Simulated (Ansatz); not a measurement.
# SnSbH₅: one structure at several levels

An exercise on one series of results from a longer session: the logs are not shown, and one member is left open.

Method: single points in def2-TZVPP; program: Ansatz 0.2.0, Gaussian basis.

Correlated methods freeze the cores. Filled d shells of the heavier atoms are correlated. Core potentials replace the inner electrons past krypton, and spin-orbit coupling is left out.

### Starting geometry

SMILES `[SnH3][SbH2]`, 7 atoms, charge 0, spin multiplicity 1.

Atoms are counted from 1 here; the program's logs count them from 0.

Bond lengths: Sn1–Sb2 2.704 Å, Sn1–H3 1.566 Å, Sn1–H4 1.853 Å, Sn1–H5 1.741 Å, Sb2–H6 1.741 Å, Sb2–H7 1.645 Å. Angles: Sb2–Sn1–H3 113.8°, Sb2–Sn1–H4 110.5°, Sb2–Sn1–H5 124.5°, H3–Sn1–H4 108.7°, H3–Sn1–H5 108.4°, H4–Sn1–H5 87.2°, Sn1–Sb2–H6 84.6°, Sn1–Sb2–H7 94.5°, H6–Sb2–H7 88.4°.

Coordinates:

```xyz
7

Sn   -0.81760   -0.46170   -0.25490
Sb    1.54880   -0.15300    1.01650
H    -1.92280   -1.14100    0.62180
H    -0.59620   -1.45230   -1.80510
H    -1.57320    0.75690   -1.24260
H     0.77870    1.21660    1.76640
H     2.16710    0.87210   -0.11150
```

The first run:

run/in.yaml reads:

```yaml
crystal:
  periodic: [false, false, false]
  atoms:
    - {symbol: Sn, position_ang: [-0.817600, -0.461700, -0.254900]}
    - {symbol: Sb, position_ang: [1.548800, -0.153000, 1.016500]}
    - {symbol: H, position_ang: [-1.922800, -1.141000, 0.621800]}
    - {symbol: H, position_ang: [-0.596200, -1.452300, -1.805100]}
    - {symbol: H, position_ang: [-1.573200, 0.756900, -1.242600]}
    - {symbol: H, position_ang: [0.778700, 1.216600, 1.766400]}
    - {symbol: H, position_ang: [2.167100, 0.872100, -0.111500]}
basis:
  gaussian: {orbitals: def2-TZVPP}
correlation: {method: ccsd_t}
output: {forces: true}
```

The command line of these runs was not kept.

Steps of the session up to this table: CCSD(T)/def2-TZVPP; PBE0-D4/def2-TZVPP; wB97M-V/def2-TZVPP; r2SCAN-D4/def2-TZVPP; PBE-D4/def2-TZVPP; wB97X-V/def2-TZVPP; SPW92/def2-TZVPP.

One table of the session follows, with a row left open; its other results are not shown here.

```
   method  RMS force component (eV/Å)  angle to CCSD(T) forces (°)  dipole (D)
  CCSD(T)                       1.166                    reference        1.40
  PBE0-D4                       1.170                          4.3        1.43
  wB97M-V                           ?                            ?           ?
r2SCAN-D4                       1.158                          4.7        1.43
   PBE-D4                       1.160                         11.0        1.44
  wB97X-V                       1.190                          2.1        1.45
    SPW92                       1.114                          8.7        1.27
```

**Question.** Estimate the row for wB97M-V.

As computed: RMS force component (eV/Å): 1.174; angle to CCSD(T) forces (°): 1.4; dipole (D): 1.46. In the column «RMS force component (eV/Å)» it lies between PBE0-D4 (1.170) and wB97X-V (1.190).
